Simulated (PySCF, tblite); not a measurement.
# C5H13BrSi2: geometry, infrared bands and NMR shifts

What infrared bands and NMR shifts should C5H13BrSi2 (`CCC[Si@H]1C[Si@@H](Br)C1`) show?

Programs: tblite 0.8.0 and PySCF 2.14.0, with density-fitted response routines of our own. Each step states its level of theory. These are calculated values for one molecule in the gas phase, unless marked as measured. Atoms count from 0, in the outputs and in this text.

### 1 The starting structure

21 atoms, charge 0, multiplicity 1; geometry from: force field or distance geometry start.

Bonds of the start (Å): C0–C1 1.50, C1–C2 1.50, C2–Si3 1.84, Si3–C4 1.84, C4–Si5 1.86, Si5–Br6 2.27, Si5–C7 1.86, C7–Si3 1.88, C0–H8 1.13, C0–H9 1.12, C0–H10 1.10, C1–H11 1.10, C1–H12 1.12, C2–H13 1.10, C2–H14 1.13, Si3–H15 1.46, C4–H16 1.10, C4–H17 1.13, Si5–H18 1.47, C7–H19 1.09, C7–H20 1.11.

### 2 Geometry optimisation with GFN2-xTB

Job settings and geometry (Å):

```
{"job": {"kind": "relax", "xc": "GFN2-xTB", "basis": "xTB"}, "charge": 0, "multiplicity": 1}
C     -2.973000     0.442600     1.013000
C     -1.585300    -0.056500     0.727300
C     -1.142900     0.306700    -0.662600
Si     0.549600    -0.269300    -1.081800
C      1.816700     1.062300    -1.143200
Si     2.859300     0.224100     0.142700
Br     3.206100     1.468800     2.009400
C      1.515100    -1.044400     0.328300
H     -3.667700    -0.443100     1.102000
H     -3.300900     1.007800     0.099600
H     -3.052900     1.094100     1.899700
H     -1.591200    -1.150300     0.844600
H     -0.873200     0.424200     1.449900
H     -1.201100     1.387700    -0.849500
H     -1.905400    -0.158100    -1.354700
H      0.502400    -1.089400    -2.286300
H      1.492500     2.090200    -0.941400
H      2.367500     1.028500    -2.133100
H      4.087200    -0.311900    -0.451500
H      1.006200    -1.076200     1.295000
H      1.881900    -2.038800    -0.007800
```

Command:

```bash
> OMP_NUM_THREADS=1 python probes_run.py task.json out
```

One launch serves the whole session: the jobs run in the order shown.

**Question.** This job is followed by: GFN2-xTB harmonic vibrations, gas phase; GIAO PBE0/pcSseg-1 NMR shielding, non-relativistic, gas phase. Predict these results of the whole session: strongest single infrared mode (GFN2-xTB); zero-point energy (GFN2-xTB); 13C shifts against TMS (PBE0/pcSseg-1, means over atoms taken as alike); 1H shifts against TMS (PBE0/pcSseg-1, means over atoms taken as alike); 29Si shifts against TMS (PBE0/pcSseg-1); 79Br shifts against HBr (PBE0/pcSseg-1); surface potential, 1st and 99th percentile.

The runs gave:

| quantity | value |
| --- | --- |
| strongest single infrared mode (GFN2-xTB) | 2223 cm⁻¹, 494 km/mol |
| zero-point energy (GFN2-xTB) | 103.5 kcal/mol |
| 13C shifts against TMS (PBE0/pcSseg-1, means over atoms taken as alike) | 22.5, 21.0, 19.8, 10.7 ppm |
| 1H shifts against TMS (PBE0/pcSseg-1, means over atoms taken as alike) | 6.08, 5.11, 1.68, 1.22, 1.09, 0.87, 0.74 ppm |
| 29Si shifts against TMS (PBE0/pcSseg-1) | 20.3, -11.7 ppm |
| 79Br shifts against HBr (PBE0/pcSseg-1) | 13 ppm |
| surface potential, 1st and 99th percentile | -0.64 V and 1.05 V |

**Reading.** The optimisation took 178 steps and gained 0.788 eV; among the close pairs (by a distance rule), Si3–C4 changed most, from 1.839 to 1.929 Å. No mode is imaginary among the 57: a minimum at this level. The strongest single mode, at 2223 cm⁻¹, moves mainly H15. Unscaled tight-binding wavenumbers are off by several per cent, some by more. Its intensities can rank the bands wrongly. At PBE0/pcSseg-1: The widest tensor belongs to Br6: span 369 ppm, with a paramagnetic part of -518 ppm. Spin-orbit coupling is left out, which matters for shieldings and couplings at and beside the heavy atoms.
